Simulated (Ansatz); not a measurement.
**C6H5F3Ge: ionisation energy by level of theory**

The task here is to estimate one member of a computed series from the others.

Method: unrestricted cation, the program's frozen cores in correlated methods; program: Ansatz 0.2.0, Gaussian basis.

Plan: UKS PBE-D4/def2-TZVPP; UKS r2SCAN-D4/def2-TZVPP; UKS PBE0-D4/def2-TZVPP; UKS B3LYP-D4/def2-TZVPP; UKS wB97X-V/def2-TZVPP; UKS wB97M-V/def2-TZVPP; UKS B2PLYP/def2-TZVPP; UHF-CCSD(T)/def2-TZVPP; UHF-MP2/def2-QZVPP; extrapolation to the limit; then −ε(HOMO) from the neutral's earlier runs with LDA (SPW92), PBE-D4, revPBE-D4, BLYP-D4, r2SCAN-D4, B97M-V, PBE0-D4, B3LYP-D4, r2SCANh-D4, r2SCAN0-D4, HSE06-D4, BHLYP-D4, CAM-B3LYP-D4, LC-ωPBE, ωB97X-V, ωB97M-V.

## Structure used throughout

All runs share one geometry, relaxed beforehand with PBE0-D4 in a triple-zeta def2 set.

SMILES `[F][Ge]([F])([F])[c]1ccccc1`, 15 atoms, charge 0, spin multiplicity 1.

Atoms are counted from 1 here; the program's logs count them from 0.

Bond lengths: F1–Ge2 1.714 Å, Ge2–F3 1.714 Å, Ge2–F4 1.714 Å, Ge2–C5 1.905 Å, C5–C6 1.392 Å, C5–C10 1.392 Å, C6–C7 1.386 Å, C6–H11 1.084 Å, C7–C8 1.387 Å, C7–H12 1.084 Å, C8–C9 1.387 Å, C8–H13 1.084 Å, C9–C10 1.386 Å, C9–H14 1.084 Å, C10–H15 1.084 Å. Angles: F1–Ge2–F3 104.5°, F1–Ge2–F4 107.0°, F1–Ge2–C5 112.5°, F3–Ge2–F4 104.5°, F3–Ge2–C5 115.2°, F4–Ge2–C5 112.4°, Ge2–C5–C6 119.8°, Ge2–C5–C10 119.9°, C6–C5–C10 120.3°, C5–C6–C7 119.7°, C5–C6–H11 120.5°, C7–C6–H11 119.9°, C6–C7–C8 120.0°, C6–C7–H12 119.8°, C8–C7–H12 120.2°, C7–C8–C9 120.3°, C7–C8–H13 119.8°, C9–C8–H13 119.8° and more.

The first run:

The input, in.yaml:

```yaml
crystal:
  periodic: [false, false, false]
  atoms:
    - {symbol: F, position_ang: [-0.996814, -3.134915, -1.145986]}
    - {symbol: Ge, position_ang: [0.418978, -2.175084, -1.034671]}
    - {symbol: F, position_ang: [1.545387, -3.168590, -0.209468]}
    - {symbol: F, position_ang: [1.054034, -2.030644, -2.620245]}
    - {symbol: C, position_ang: [0.089446, -0.480851, -0.227393]}
    - {symbol: C, position_ang: [0.857510, 0.621733, -0.592554]}
    - {symbol: C, position_ang: [0.620768, 1.850466, 0.002781]}
    - {symbol: C, position_ang: [-0.378510, 1.978208, 0.956496]}
    - {symbol: C, position_ang: [-1.147315, 0.881209, 1.317171]}
    - {symbol: C, position_ang: [-0.916782, -0.350802, 0.726353]}
    - {symbol: H, position_ang: [1.633163, 0.526710, -1.344180]}
    - {symbol: H, position_ang: [1.216031, 2.710320, -0.280825]}
    - {symbol: H, position_ang: [-0.561852, 2.940845, 1.419759]}
    - {symbol: H, position_ang: [-1.930743, 0.985264, 2.058479]}
    - {symbol: H, position_ang: [-1.525101, -1.204468, 1.003585]}
basis:
  gaussian: {orbitals: def2-TZVPP}
total_charge: 1
magnetization: {spin_polarized: true, initial_magnetization: 1}
hamiltonian: {xc: pbe, dispersion: d4}
```

Run with:

```bash
> ansatz run in.yaml --threads 4 --pin off --events-out ev --progress --plain --max-ram 66560MiB --backend cuda --devices 0, --max-vram 37GiB
```

Among the steps run: Cation, UKS PBE-D4/def2-TZVPP; Cation, UKS r2SCAN-D4/def2-TZVPP; Cation, UKS PBE0-D4/def2-TZVPP; Cation, UKS B3LYP-D4/def2-TZVPP; Cation, UKS wB97X-V/def2-TZVPP; Cation, UKS wB97M-V/def2-TZVPP; Cation, UKS B2PLYP (frozen core)/def2-TZVPP; Cation, UHF-CCSD(T)/def2-TZVPP; Cation, UHF-MP2/def2-QZVPP.

One table of the session follows, with a row left open; its other results are not shown here.

It belongs to the step «Ionisation energies side by side». Orbital estimates, from the neutral's runs:

| functional | −ε(HOMO) (eV) |
| --- | --- |
| LDA (SPW92) | 7.38 |
| PBE-D4 | 7.14 |
| revPBE-D4 | 7.06 |
| BLYP-D4 | 6.95 |
| r2SCAN-D4 | 7.33 |
| B97M-V | 7.26 |
| PBE0-D4 | 8.15 |
| B3LYP-D4 | 7.92 |
| r2SCANh-D4 | 7.71 |
| r2SCAN0-D4 | 8.28 |
| HSE06-D4 | 7.75 |
| BHLYP-D4 | ? |
| CAM-B3LYP-D4 | 9.36 |
| LC-ωPBE | 10.66 |
| ωB97X-V | 10.30 |
| ωB97M-V | 10.23 |

Estimate the missing values for BHLYP-D4.

Worked estimate for «−ε(HOMO) (eV)». Against the share of exact exchange, BLYP-D4 (0, 6.95), B3LYP-D4 (0.2, 7.92) give a slope of 4.85 per unit share; at 0.5 the line stands at 9.37.

As computed: −ε(HOMO) (eV): 8.94. In «−ε(HOMO) (eV)» the line misses by +0.43.

To keep in mind: The cation may have settled in a state other than its lowest; no search over hole states beyond the program's own was made.
